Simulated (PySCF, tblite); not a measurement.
# C₅H₇ClO₂Si: geometry, infrared bands and NMR shifts

Wanted: the infrared bands and NMR shifts of C₅H₇ClO₂Si (`O[C@H]1C=C[SiH2]O/C1=C/Cl`), by calculation.

Computed with tblite 0.8.0 and PySCF 2.14.0, with density-fitted response routines of our own, on a single molecule in the gas phase. Atoms count from 0, in the outputs and in this text.

## Step 1: The starting structure

16 atoms, charge 0, multiplicity 1; geometry from: force field or distance geometry start.

Bonds of the start (Å): O0–C1 1.41, C1–C2 1.51, C2–C3 1.35, C3–Si4 1.84, Si4–O5 1.67, O5–C6 1.42, C6–C7 1.34, C7–Cl8 1.71, C6–C1 1.53, O0–H9 0.98, C1–H10 1.10, C2–H11 1.08, C3–H12 1.09, Si4–H13 1.49, Si4–H14 1.47, C7–H15 1.09.

## Step 2: Relaxing the molecule with GFN2-xTB

The job: settings as JSON, then the geometry in Å.

```
{"job": {"kind": "relax", "xc": "GFN2-xTB", "basis": "xTB"}, "charge": 0, "multiplicity": 1}
O      0.713300     1.230200    -1.521300
C      0.801200     0.741300    -0.197900
C     -0.318600     1.339500     0.615500
C     -1.522800     0.759800     0.777600
Si    -1.857700    -0.892000     0.032300
O     -0.400600    -1.482000    -0.530700
C      0.804300    -0.790500    -0.257900
C      1.907600    -1.543800    -0.104700
Cl     3.491500    -0.988100     0.205700
H      0.469300     2.172500    -1.458500
H      1.740000     1.110400     0.233200
H     -0.153200     2.320500     1.047600
H     -2.328200     1.207500     1.364400
H     -2.813400    -0.752400    -1.097900
H     -2.412800    -1.796600     1.054400
H      1.872500    -2.627400    -0.173300
```

On the command line:

```
> OMP_NUM_THREADS=1 python probes_run.py task.json out
```

One launch serves the whole session: the jobs run in the order shown.

The log of the run:

```text
step      E/eV     max force
  0    -780.17915    1.962
  1    -780.27832    1.326
  2    -780.32414    0.668
  3    -780.35156    0.473
  4    -780.37672    0.318
  5    -780.38715    0.321
  6    -780.40413    0.360
  7    -780.41443    0.298
  8    -780.42306    0.262
  9    -780.42776    0.209
 10    -780.43114    0.161
 11    -780.43390    0.139
 12    -780.43635    0.093
 13    -780.43769    0.086
 14    -780.43851    0.078
 15    -780.43918    0.073
 16    -780.43988    0.061
 17    -780.44062    0.063
 18    -780.44146    0.081
 19    -780.44252    0.089
 20    -780.44396    0.101
 21    -780.44589    0.114
 22    -780.44826    0.119
 23    -780.45077    0.125
 24    -780.45312    0.134
 25    -780.45534    0.114
 26    -780.45750    0.133
 27    -780.45967    0.119
 28    -780.46160    0.107
 29    -780.46155    0.356
 30    -780.46427    0.115
 31    -780.46550    0.120
 32    -780.46849    0.175
 33    -780.47058    0.157
 34    -780.47330    0.120
 35    -780.47562    0.113
 36    -780.47835    0.137
 37    -780.48181    0.233
 38    -780.48606    0.195
 39    -780.48952    0.394
 40    -780.49424    0.205
 41    -780.49787    0.161
 42    -780.49978    0.176
 43    -780.50325    0.164
 44    -780.50610    0.108
 45    -780.50844    0.142
 46    -780.51021    0.148
 47    -780.51253    0.147
 48    -780.51528    0.140
 49    -780.51784    0.110
 50    -780.51987    0.129
 51    -780.52202    0.127
 52    -780.52454    0.181
 53    -780.52723    0.171
 54    -780.52918    0.103
 55    -780.53046    0.091
 56    -780.53155    0.096
 57    -780.53296    0.107
 58    -780.53503    0.125
 59    -780.53730    0.134
 60    -780.53923    0.100
 61    -780.54098    0.109
 62    -780.54253    0.143
 63    -780.54403    0.144
 64    -780.54567    0.115
 65    -780.54781    0.101
 66    -780.54972    0.114
 67    -780.55238    0.126
 68    -780.55449    0.096
 69    -780.55572    0.105
 70    -780.55651    0.096
 71    -780.55757    0.102
 72    -780.55915    0.101
 73    -780.56133    0.078
 74    -780.56220    0.052
 75    -780.56277    0.112
 76    -780.56310    0.083
 77    -780.56351    0.072
 78    -780.56432    0.064
 79    -780.56469    0.052
 80    -780.56504    0.054
 81    -780.56533    0.052
 82    -780.56577    0.049
 83    -780.56630    0.064
 84    -780.56682    0.054
 85    -780.56724    0.049
 86    -780.56765    0.054
 87    -780.56812    0.052
 88    -780.56860    0.055
 89    -780.56902    0.058
 90    -780.56940    0.050
 91    -780.56983    0.055
 92    -780.57029    0.058
 93    -780.57064    0.035
 94    -780.57084    0.033
 95    -780.57101    0.032
 96    -780.57122    0.043
 97    -780.57142    0.040
 98    -780.57155    0.024
 99    -780.57160    0.024
100    -780.57163    0.022
101    -780.57166    0.016
102    -780.57170    0.012
103    -780.57174    0.013
104    -780.57175    0.006
```

Wall time 0.92 s (1 thread of Arm Neoverse V1, shared host); peak memory 0.18 GiB.

Relaxation path: (not every step is listed)

| step | energy from step 0 (eV) | largest force (eV/Å) |
| --- | --- | --- |
| 0 | 0.0000 | 1.9619 |
| 1 | -0.0992 | 1.3256 |
| 2 | -0.1450 | 0.6685 |
| 3 | -0.1724 | 0.4734 |
| 4 | -0.1976 | 0.3181 |
| 5 | -0.2080 | 0.3205 |
| 6 | -0.2250 | 0.3601 |
| 7 | -0.2353 | 0.2983 |
| 8 | -0.2439 | 0.2624 |
| 17 | -0.2615 | 0.0630 |
| 26 | -0.2783 | 0.1334 |
| 35 | -0.2965 | 0.1133 |
| 44 | -0.3269 | 0.1078 |
| 53 | -0.3481 | 0.1711 |
| 62 | -0.3634 | 0.1429 |
| 71 | -0.3784 | 0.1021 |
| 80 | -0.3859 | 0.0544 |
| 89 | -0.3899 | 0.0583 |
| 98 | -0.3924 | 0.0241 |
| 99 | -0.3924 | 0.0244 |
| 100 | -0.3925 | 0.0220 |
| 101 | -0.3925 | 0.0161 |
| 102 | -0.3925 | 0.0121 |
| 103 | -0.3926 | 0.0130 |
| 104 | -0.3926 | 0.0063 |

Distances of close pairs at the start and the end, largest changes first:

| bond | before (Å) | after (Å) | change (Å) |
| --- | --- | --- | --- |
| O5–C6 | 1.416 | 1.337 | -0.079 |
| C3–Si4 | 1.843 | 1.887 | +0.044 |
| Si4–H13 | 1.487 | 1.456 | -0.031 |
| C1–C6 | 1.533 | 1.514 | -0.019 |
| C2–C3 | 1.346 | 1.327 | -0.019 |
| Si4–O5 | 1.670 | 1.651 | -0.019 |
| Si4–H14 | 1.473 | 1.458 | -0.016 |
| C3–H12 | 1.092 | 1.079 | -0.014 |

The next job starts from the end point, and lists it.

## Step 3: Harmonic vibrations with GFN2-xTB

The job: settings as JSON, then the geometry in Å.

```
{"job": {"kind": "ir", "xc": "GFN2-xTB", "basis": "xTB"}, "charge": 0, "multiplicity": 1}
O      0.070811     0.875215    -1.550568
C      0.706029     0.693983    -0.295617
C     -0.163548     1.240236     0.809589
C     -1.414004     0.802358     0.888427
Si    -1.807521    -0.679439    -0.211165
O     -0.355075    -1.464474    -0.206074
C      0.805634    -0.806648    -0.125216
C      1.932478    -1.477295     0.103509
Cl     3.464562    -0.718459     0.240449
H     -0.193483     1.797897    -1.635587
H      1.704350     1.146030    -0.297392
H      0.268281     1.983359     1.465822
H     -2.082664     1.187427     1.642284
H     -2.276525    -0.359250    -1.551635
H     -2.617469    -1.663487     0.496479
H      1.950545    -2.548510     0.215282
```

The log of the run:

```text
mode    cm-1     km/mol
  1      63.5      0.19
  2     123.0     10.22
  3     151.4      1.99
  4     200.5      1.74
  5     265.1     15.70
  6     268.8      2.27
  7     321.9     15.07
  8     331.8    121.61
  9     377.0     10.99
 10     424.3      8.28
 11     472.2      2.29
 12     538.4     18.91
 13     601.4     78.62
 14     613.9     12.62
 15     677.1     56.54
 16     690.9     61.37
 17     728.9      5.03
 18     758.1     26.03
 19     761.6     36.92
 20     779.5    211.89
 21     810.9    269.95
 22     842.0     66.75
 23     915.2      1.29
 24     936.7     86.75
 25     988.9     24.31
 26    1060.0     43.34
 27    1143.9     12.46
 28    1157.6    205.63
 29    1187.2     70.93
 30    1262.6     69.37
 31    1269.9     60.02
 32    1300.6     21.84
 33    1310.0      2.71
 34    1648.1     21.47
 35    1682.5     46.92
 36    2308.1    394.67
 37    2329.9    191.14
 38    2925.2     44.80
 39    3047.9     38.80
 40    3083.3     46.38
 41    3101.0      7.64
 42    3539.5     16.60
```

Run time: 0.7 s. Hardware: 1 thread of Arm Neoverse V1, shared host; peak memory 0.18 GiB.

Which atoms move in the most intense modes:

| cm⁻¹ | km/mol | atoms |
| --- | --- | --- |
| 332 | 121.6 | H9 77 %, O0 12 % |
| 601 | 78.6 | H13 45 %, H14 33 % |
| 780 | 211.9 | Si4 22 %, C3 16 %, H13 15 %, H14 11 % |
| 811 | 269.9 | H13 42 %, H14 34 % |
| 937 | 86.8 | C1 27 %, O5 22 %, H15 12 %, C7 11 % |
| 1158 | 205.6 | H15 24 %, H9 22 %, H10 17 %, O5 15 % |
| 2308 | 394.7 | H14 57 %, H13 39 % |
| 2330 | 191.1 | H13 58 %, H14 40 % |

## Step 4: NMR shieldings: PBE0/pcSseg-1

The job, as its differences from that of step 3:

```diff
@@ -1,2 +1,2 @@
-{"job": {"kind": "ir", "xc": "GFN2-xTB", "basis": "xTB"}, "charge": 0, "multiplicity": 1}
+{"job": {"kind": "nmr", "xc": "PBE0", "basis": "pcSseg-1"}, "charge": 0, "multiplicity": 1}
 O      0.070811     0.875215    -1.550568
```

Method: GIAO PBE0/pcSseg-1 NMR shielding, non-relativistic, gas phase.

The log of the run:

```text
coarse grid: 15192 points
cycle   1  E = -1093.9250732859  dE =  1.599e+00  |g| = 8.432e-01  |ddm| = 3.954e+00
cycle   2  E = -1093.7571658373  dE =  1.679e-01  |g| = 1.278e+00  |ddm| = 1.823e+00
cycle   3  E = -1094.0494930861  dE = -2.923e-01  |g| = 1.520e-01  |ddm| = 1.267e+00
cycle   4  E = -1094.0538727639  dE = -4.380e-03  |g| = 6.492e-02  |ddm| = 1.864e-01
cycle   5  E = -1094.0547544093  dE = -8.816e-04  |g| = 2.062e-02  |ddm| = 6.562e-02
cycle   6  E = -1094.0548459393  dE = -9.153e-05  |g| = 5.399e-03  |ddm| = 2.338e-02
cycle   7  E = -1094.0548526643  dE = -6.725e-06  |g| = 1.519e-03  |ddm| = 7.068e-03
final grid: 139736 points
cycle   8  E = -1094.1278424282  dE = -3.134e-05  |g| = 1.172e-02  |ddm| = 3.314e-02
cycle   9  E = -1094.1278077254  dE =  3.470e-05  |g| = 1.786e-02  |ddm| = 2.495e-02
cycle  10  E = -1094.1278682760  dE = -6.055e-05  |g| = 1.421e-03  |ddm| = 1.543e-02
cycle  11  E = -1094.1278686611  dE = -3.851e-07  |g| = 4.833e-04  |ddm| = 1.805e-03
cycle  12  E = -1094.1278687137  dE = -5.257e-08  |g| = 1.319e-04  |ddm| = 5.716e-04
cycle  13  E = -1094.1278687177  dE = -4.020e-09  |g| = 3.697e-05  |ddm| = 1.418e-04
cycle  14  E = -1094.1278687180  dE = -3.008e-10  |g| = 9.793e-06  |ddm| = 4.418e-05
converged SCF energy = -1094.1278687180

GIAO shielding tensors (ppm)
atom      isotropic    diamagn.    paramagn.     s11        s22        s33       span
  0 O      258.287     390.695    -132.408    188.163    283.844    302.855    114.692
  1 C      120.699     245.502    -124.803     98.517    108.919    154.661     56.143
  2 C       27.982     255.349    -227.368    -99.897     29.407    154.434    254.331
  3 C       45.193     260.397    -215.204    -73.466     32.910    176.133    249.599
  4 Si     378.773     878.547    -499.774    345.432    363.336    427.551     82.119
  5 O      252.430     395.081    -142.652    173.460    237.858    345.971    172.511
  6 C       28.023     252.296    -224.273    -75.919     58.283    101.705    177.623
  7 C       75.782     250.170    -174.388     -2.302    105.485    124.163    126.465
  8 Cl     832.155    1146.497    -314.342    688.605    811.920    995.939    307.334
  9 H       31.006      32.649      -1.643     23.547     26.788     42.685     19.138
 10 H       26.006      31.014      -5.008     21.579     24.730     31.709     10.130
 11 H       24.057      31.721      -7.664     22.719     23.200     26.252      3.533
 12 H       25.113      29.972      -4.859     23.570     24.873     26.896      3.326
 13 H       26.026      28.120      -2.093     22.252     24.767     31.060      8.809
 14 H       26.697      28.254      -1.557     22.700     24.900     32.492      9.792
 15 H       25.881      29.145      -3.265     20.431     28.433     28.777      8.346
```

It took 54 s on 1 thread of Arm Neoverse V1, shared host; peak memory 0.91 GiB.

The references, computed at this level on geometries of the same kind, shield at (ppm): 1H TMS 31.72, 13C TMS 186.9, 29Si TMS 349.2, 17O H2O 336.1, 35Cl HCl 950. Their shielding less the atom's gives the shift. The references are single molecules in the gas phase, so shifts against H2O, NH3, PH3, H3PO4 or CFCl3 are not on the usual liquid scales and can be off by tens of ppm.

| atoms | environment | σ (ppm) | δ (ppm) | δ scaled to CDCl3 |
| --- | --- | --- | --- | --- |
| C2 | alkene CH | 28.0 | 158.9 | 153.2 |
| C6 | alkene carbon bearing oxygen | 28.0 | 158.9 | 153.2 |
| C3 | alkene CH | 45.2 | 141.7 | 136.4 |
| C7 | β carbon of an enol-ether or enamine type C=C | 75.8 | 111.1 | 106.6 |
| C1 | allylic sp3 CH bonded to O | 120.7 | 66.2 | 62.7 |
| H11 | hydrogen on an alkene CH | 24.06 | 7.66 | 7.33 |
| H12 | hydrogen on an alkene CH | 25.11 | 6.60 | 6.33 |
| H15 | hydrogen on a β carbon of an enol-ether or enamine type C=C | 25.88 | 5.84 | 5.61 |
| H10 | hydrogen on an allylic sp3 CH bonded to O | 26.01 | 5.71 | 5.49 |
| H13 | hydrogen on a silicon bonded to C, O, in a 6-membered ring | 26.03 | 5.69 | – |
| H14 | hydrogen on a silicon bonded to C, O, in a 6-membered ring | 26.70 | 5.02 | – |
| H9 | hydrogen on an alcohol oxygen | 31.01 | 0.71 | – |
| O5 | oxygen bonded to C, Si, in a 6-membered ring | 252.4 | 83.6 | – |
| O0 | alcohol oxygen | 258.3 | 77.8 | – |
| Si4 | silicon bonded to C, O, 2 H, in a 6-membered ring | 378.8 | -29.6 | – |
| Cl8 | chlorine bonded to C | 832 | 118 | – |

The scaled column applies a straight-line fit of computed shieldings to shifts measured in CDCl3, with any fitted terms for Cl, Br or S neighbours (root-mean-square error 0.16 ppm for H, 1.9 ppm for C).

The run also stored atomic charges by several schemes (e):

| atoms | Mulliken | IAO | Hirshfeld | ESP fit |
| --- | --- | --- | --- | --- |
| O0 | -0.40 | -0.53 | -0.19 | -0.60 |
| C1 | -0.02 | 0.04 | 0.03 | 0.21 |
| C2 | -0.09 | -0.15 | -0.05 | -0.22 |
| C3 | -0.39 | -0.44 | -0.15 | -0.39 |
| Si4 | 0.91 | 0.99 | 0.39 | 0.65 |
| O5 | -0.58 | -0.57 | -0.19 | -0.41 |
| C6 | 0.27 | 0.20 | 0.06 | 0.42 |
| C7 | -0.12 | -0.25 | -0.07 | -0.47 |
| Cl8 | -0.11 | -0.03 | -0.03 | -0.05 |

Mayer bond orders: O0–C1 0.98, C1–C2 1.00, C2–C3 1.88, C3–Si4 0.87, Si4–O5 0.89, O5–C6 0.99, C6–C7 1.81, C7–Cl8 1.03, C6–C1 0.97.

Ring of atoms C1, C2, C3, Si4, O5, C6: NICS(0) -1.4, NICS(1) -4.1, NICS(1)zz -5.5 ppm (means of both faces).

## Step 5: Results

| quantity | value |
| --- | --- |
| strongest single infrared mode (GFN2-xTB) | 2308 cm⁻¹, 395 km/mol |
| zero-point energy (GFN2-xTB) | 67.2 kcal/mol |
| 13C shifts against TMS (PBE0/pcSseg-1) | 158.9, 158.9, 141.7, 111.1, 66.2 ppm |
| 1H shifts against TMS (PBE0/pcSseg-1) | 7.66, 6.60, 5.84, 5.71, 5.69, 5.02, 0.71 ppm |
| 17O shifts against H2O (PBE0/pcSseg-1) | 83.6, 77.8 ppm |
| 29Si shifts against TMS (PBE0/pcSseg-1) | -29.6 ppm |
| 35Cl shifts against HCl (PBE0/pcSseg-1) | 118 ppm |

In words: Relaxing lowered the energy by 0.393 eV in 104 steps; the close pair that moved most is O5–C6, from 1.416 to 1.337 Å. No mode is imaginary among the 42: a minimum at this level. The strongest single mode, at 2308 cm⁻¹, moves mainly H14 and H13. GFN2-xTB is a fitted tight-binding method: band positions and strengths are rough. Its intensities can rank the bands wrongly. At PBE0/pcSseg-1: Shielding is most anisotropic at Cl8 (span 307 ppm, paramagnetic term -314 ppm).
